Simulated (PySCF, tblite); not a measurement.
# C7H10+ (doublet): geometry, infrared bands and EPR parameters

Wanted: the infrared bands and EPR parameters of C7H10+ (doublet) (`C[CH+][CH]CC1=CC1`), by calculation.

Programs: tblite 0.8.0 and PySCF 2.14.0, with density-fitted response routines of our own. Each step states its level of theory. These are calculated values for one molecule in the gas phase, unless marked as measured. Atoms count from 0, in the outputs and in this text.

**1. The molecule as given**

17 atoms, charge 1, multiplicity 2; geometry from: force field or distance geometry start.

Bonds of the start (Å): C0–C1 1.50, C1–C2 1.48, C2–C3 1.48, C3–C4 1.49, C4–C5 1.33, C5–C6 1.49, C6–C4 1.50, C0–H7 1.13, C0–H8 1.09, C0–H9 1.11, C1–H10 1.08, C2–H11 1.13, C3–H12 1.10, C3–H13 1.13, C5–H14 1.10, C6–H15 1.08, C6–H16 1.12.

**2. Relaxing the molecule with GFN2-xTB**

Job settings and geometry (Å):

```
{"job": {"kind": "relax", "xc": "GFN2-xTB", "basis": "xTB"}, "charge": 1, "multiplicity": 2}
C     -2.658400     0.605900     0.406300
C     -1.537600    -0.101900    -0.294900
C     -0.776300    -1.095500     0.503100
C      0.658600    -1.238300     0.185500
C      1.450900     0.005500     0.394900
C      1.580500     1.294600     0.708200
C      2.830700     0.591200     0.288600
H     -2.967900    -0.056200     1.265300
H     -2.290000     1.558200     0.795000
H     -3.516800     0.718000    -0.286700
H     -1.340900     0.150400    -1.326300
H     -1.326700    -2.082600     0.399700
H      0.877500    -1.632800    -0.813300
H      1.086600    -1.953300     0.953500
H      1.177800     2.257400     1.044300
H      3.254800     0.776400    -0.689400
H      3.490200     0.215100     1.105700
```

Launch:

```bash
OMP_NUM_THREADS=1 python probes_run.py task.json out
```

One launch serves the whole session: the jobs run in the order shown.

**Question.** This job is followed by: GFN2-xTB harmonic vibrations, gas phase; UKS B3LYP, pcH-1 on C H, non-relativistic, mean-field spin-orbit, GIAO. What will the session give for the following? strongest single infrared mode (GFN2-xTB); zero-point energy (GFN2-xTB); g(iso) (B3LYP); ⟨S²⟩; largest a(iso) (averaged by class).

**Answer**, as computed:

| quantity | value |
| --- | --- |
| strongest single infrared mode (GFN2-xTB) | 1598 cm⁻¹, 490 km/mol |
| zero-point energy (GFN2-xTB) | 87.2 kcal/mol |
| g(iso) (B3LYP) | 2.00295 |
| ⟨S²⟩ | 0.754 (exact 0.75) |
| largest a(iso) (averaged by class) | 1H on H15, H16, 150.7 MHz |

What this shows: The optimisation took 107 steps and gained 2.012 eV; among the close pairs (by a distance rule), C1–C2 changed most, from 1.484 to 1.350 Å. All 45 modes are real, so the xTB geometry is a minimum. The strongest single mode, at 1598 cm⁻¹, moves mainly C1 and C2. GFN2-xTB is a fitted tight-binding method: band positions and strengths are rough. Its intensities can rank the bands wrongly. The largest share of the spin, 0.32 e, sits on C5. The isotropic g lies 0.6 ppt above the free-electron value. These values are for one conformer; the search (at its own cheap level) found 2 more, at 0.52, 1.91 kcal/mol, and measured spectra average over such forms.
